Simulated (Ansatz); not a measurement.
# CHGa₂ (sextet): the correlation ladder, cc-pVDZ

How much of the correlation energy of CHGa₂ (sextet) does each wave-function method recover here?

The runs use Ansatz 0.2.0, Gaussian basis; cc-pVDZ, core rule «outside noble gas», up to 29 orbitals frozen.

To be run: UHF; CCSD(T) on ROHF; CCSD(T) on UHF; BCCD(T) on ROHF; CISD as a restricted active space (open shells left free, so some higher excitations enter); CCSDT(Q) on ROHF; CCSDT(Q) on UHF.

22 further runs of the same task are left out: 1 for a known fault of the program, 10 that didn't finish, 11 set aside as unsound or not needed. Runs told in other sessions of the task aren't counted.

## (1) The geometry

The geometry is a PBE0/def2-TZVP stationary point (not a proven minimum) of the parent state, kept for this charge and spin. No spin-orbit coupling is included. The filled d shell of Ga may be among the frozen orbitals whatever the setting's name suggests.

4 atoms, charge 0, spin multiplicity 6.

Atoms are counted from 1 here; the program's logs count them from 0.

Bond lengths: C1–Ga2 1.964 Å, C1–H4 1.093 Å, Ga2–Ga3 2.644 Å. Angles: Ga2–C1–H4 144.3°, C1–Ga2–Ga3 178.4°.

## (2) UHF

Contents of in.yaml:

```yaml
crystal:
  periodic: [false, false, false]
  atoms:
    - {symbol: C, position_ang: [0.000030, -0.189453, 1.415030]}
    - {symbol: Ga, position_ang: [-0.000032, -0.123146, -0.547488]}
    - {symbol: Ga, position_ang: [-0.000008, -0.105490, -3.191181]}
    - {symbol: H, position_ang: [0.000010, 0.418089, 2.323639]}
basis:
  gaussian: {orbitals: cc-pVDZ}
magnetization: {spin_polarized: true, initial_magnetization: 5}
hamiltonian: {xc: hf}
output: {orbitals: {seedname: orbitals}}
```

Command:

```bash
> ansatz run in.yaml --threads 1 --pin off --events-out ev --progress --plain --max-ram 2393MiB
```

The runs that follow: CCSD(T) on ROHF; CCSD(T) on UHF; BCCD(T) on ROHF; CISD as a restricted active space (open shells left free, so some higher excitations enter); CCSDT(Q) on ROHF; CCSDT(Q) on UHF.

Before running them: what should the planned runs give, taken together? Wanted: UCCSDT(Q) from the RHF energy; RMP2 from UCCSDT(Q); UMP2 from UCCSDT(Q); RCCSD from UCCSDT(Q); RCCSD(T) from UCCSDT(Q); UCCSD(T) from UCCSDT(Q); RCCSDT(Q) from UCCSDT(Q); T1 diagnostic.

The runs gave:

| quantity | value |
| --- | --- |
| UCCSDT(Q) from the ROHF energy | -5.9563 eV |
| RMP2 from UCCSDT(Q) | +129.2 kJ/mol |
| UMP2 from UCCSDT(Q) | +125.2 kJ/mol |
| RCCSD from UCCSDT(Q) | +31.7 kJ/mol |
| RCCSD(T) from UCCSDT(Q) | +9.2 kJ/mol |
| UCCSD(T) from UCCSDT(Q) | +7.3 kJ/mol |
| RCCSDT(Q) from UCCSDT(Q) | +1.8 kJ/mol |
| levels within 1 kcal/mol (43 meV) | RCCSDT, UCCSDT, RCCSDT(Q) |
| T1 diagnostic | 0.054 |

**Reading.** RCCSD(T) lands +9.2 kJ/mol from the yardstick (1.6 % of the correlation energy). These misses are within one basis, not against nature; the frozen cores of restricted and unrestricted runs differ, which can shift their rows.
